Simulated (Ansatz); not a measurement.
**GaH5OSSi2: one species, many methods**

An exercise on one series of results from a longer session: the logs are not shown, and one member is left open.

Computed with Ansatz 0.2.0, Gaussian basis. Level: functionals in def2-TZVPP, the program's frozen cores in correlated methods.

Levels to be run: LDA (SPW92), PBE-D4, revPBE-D4, BLYP-D4, r2SCAN-D4, B97M-V, PBE0-D4, B3LYP-D4, r2SCANh-D4, r2SCAN0-D4, HSE06-D4, BHLYP-D4, CAM-B3LYP-D4, LC-ωPBE, ωB97X-V, ωB97M-V, B2PLYP, PBE-QIDH; CCSD(T)/def2-SVP; CCSD(T)/def2-TZVPP; MP2/def2-QZVPP; extrapolation to the limit; RPA on PBE.

### Structure used throughout

All runs share one geometry, relaxed beforehand with PBE0-D4 in a triple-zeta def2 set.

SMILES `[SiH3][Ga]1[O][SiH2][S]1`, 10 atoms, charge 0, spin multiplicity 1.

Atoms are counted from 1 here; the program's logs count them from 0.

Bond lengths: Si1–Ga2 2.386 Å, Si1–H6 1.484 Å, Si1–H7 1.485 Å, Si1–H8 1.485 Å, Ga2–O3 1.836 Å, Ga2–S5 2.219 Å, O3–Si4 1.646 Å, Si4–S5 2.165 Å, Si4–H9 1.485 Å, Si4–H10 1.485 Å. Angles: Ga2–Si1–H6 109.4°, Ga2–Si1–H7 108.9°, Ga2–Si1–H8 108.9°, H6–Si1–H7 109.9°, H6–Si1–H8 109.9°, H7–Si1–H8 109.7°, Si1–Ga2–O3 128.3°, Si1–Ga2–S5 140.5°, O3–Ga2–S5 91.2°, Ga2–O3–Si4 97.1°, O3–Si4–S5 98.6°, O3–Si4–H9 112.9°, O3–Si4–H10 112.9°, S5–Si4–H9 111.3°, S5–Si4–H10 111.4°, H9–Si4–H10 109.4°, Ga2–S5–Si4 73.2°.

Set-up of the first run:

Contents of in.yaml:

```yaml
crystal:
  periodic: [false, false, false]
  atoms:
    - {symbol: Si, position_ang: [-2.330595, -0.894650, -0.261703]}
    - {symbol: Ga, position_ang: [-0.187250, 0.141975, -0.101743]}
    - {symbol: O, position_ang: [1.370823, -0.563546, 0.565943]}
    - {symbol: Si, position_ang: [2.318410, 0.757453, 0.310561]}
    - {symbol: S, position_ang: [0.827125, 2.059918, -0.565719]}
    - {symbol: H, position_ang: [-3.299017, 0.064063, -0.848940]}
    - {symbol: H, position_ang: [-2.774878, -1.294562, 1.097578]}
    - {symbol: H, position_ang: [-2.220550, -2.096447, -1.126970]}
    - {symbol: H, position_ang: [2.864165, 1.329374, 1.567219]}
    - {symbol: H, position_ang: [3.431775, 0.496432, -0.636225]}
basis:
  gaussian: {orbitals: def2-TZVPP}
hamiltonian: {xc: lda}
output: {orbitals: {seedname: orbitals}}
```

Command:

```sh
ansatz run in.yaml --threads 2 --pin off --events-out ev --progress --plain --max-ram 22528MiB --backend cuda --devices 0, --max-vram 18GiB
```

Among the steps run: LDA; PBE-D4 (GGA); revPBE-D4 (GGA); BLYP-D4 (GGA); r2SCAN-D4 (meta-GGA); B97M-V (meta-GGA); B3LYP-D4 (hybrid); r2SCANh-D4 (hybrid); r2SCAN0-D4 (hybrid); HSE06-D4 (hybrid); BHLYP-D4 (hybrid); CAM-B3LYP-D4 (range-separated); LC-ωPBE (range-separated); ωB97X-V (range-separated); ωB97M-V (range-separated); B2PLYP (double hybrid); PBE-QIDH (double hybrid).

One of the session's tables, all rows but one given; the rest of the session is left out.

It belongs to the step «Frontier levels by functional». 

```
  functional  HOMO (eV)  LUMO (eV)  gap (eV)
 LDA (SPW92)      -6.47      -2.65      3.82
      PBE-D4      -6.33      -2.43      3.90
   revPBE-D4      -6.28      -2.34      3.94
     BLYP-D4      -6.14      -2.31      3.83
   r2SCAN-D4      -6.61      -2.30      4.31
      B97M-V          ?          ?         ?
     PBE0-D4      -7.48      -1.71      5.77
    B3LYP-D4      -7.23      -1.91      5.32
  r2SCANh-D4      -7.03      -2.03      5.00
  r2SCAN0-D4      -7.67      -1.64      6.03
    HSE06-D4      -7.09      -2.08      5.01
    BHLYP-D4      -8.47      -0.93      7.55
CAM-B3LYP-D4      -8.73      -0.75      7.98
     LC-ωPBE     -10.12       0.31     10.44
     ωB97X-V      -9.77       0.19      9.96
     ωB97M-V      -9.61       0.01      9.62
```

Q: Estimate the row for B97M-V from the others.

As computed: HOMO (eV): -6.72; LUMO (eV): -2.45; gap (eV): 4.27. In the column «HOMO (eV)» it lies between r2SCANh-D4 (-7.03) and r2SCAN-D4 (-6.61).
